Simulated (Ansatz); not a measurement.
Crystal: MnS.

```
CELL_PARAMETERS angstrom
0.00000 2.60450 2.60450
2.60450 0.00000 2.60450
2.60450 2.60450 0.00000
ATOMIC_POSITIONS crystal
Mn 0.00000 0.00000 0.00000
S 0.50000 0.50000 0.50000
```

* Program: Ansatz 0.2.0
* Task: relaxation of cell and atoms
* Functional: revPBE
* Dispersion: D3(BJ)
* Potentials or basis: all-electron LAPW, scalar-relativistic
* Basis error allowed: 0.001 eV/atom
* k mesh: 7 × 7 × 7
* Occupations: fermi-dirac, width 0.05 eV
* Spin: collinear spin, ferromagnetic start
* Starting moments: [4.0, 0.0] μB

At the start: volume 17.67 Å³/atom.

Question: Where does the relaxation end?

Answer: Over 12 steps the energy falls by 60.7 meV/atom and the volume is 15.83 Å³/atom (-10.4 %); space group Fm-3m (No. 225, to 0.05 Å); moment 4.47 μB per cell.

The path:
| step | energy change (eV) | largest force (eV/Å) | volume (Å³) |
| --- | --- | --- | --- |
| 1 | 0.0000 | 0.0000 | 35.33 |
| 2 | -0.1124 | 0.0000 | 32.24 |
| 3 | -0.1130 | 0.0000 | 32.21 |
| 4 | -0.1152 | 0.0000 | 32.10 |
| 5 | -0.1185 | 0.0000 | 31.91 |
| 6 | -0.1187 | 0.0000 | 31.90 |
| 7 | -0.1207 | 0.0000 | 31.59 |
| 8 | -0.1209 | 0.0000 | 31.74 |
| 9 | -0.1214 | 0.0000 | 31.68 |
| 10 | -0.1214 | 0.0000 | 31.66 |
| 11 | -0.1214 | 0.0000 | 31.66 |
| 12 | -0.1214 | 0.0000 | 31.66 |

Final structure:
```yaml
crystal:
  lattice:
    - [0.00000, 2.51086, 2.51086]
    - [2.51086, 0.00000, 2.51086]
    - [2.51086, 2.51086, 0.00000]
  atoms:
    - { symbol: Mn, position: [0.00000, 0.00000, 0.00000] }
    - { symbol: S, position: [0.50000, 0.50000, 0.50000] }
```

Caveat: the k mesh is thin for a metal, which can move the energy by tens of meV per atom; a cell with one magnetic atom can't hold antiferromagnetic order, which such compounds often take.
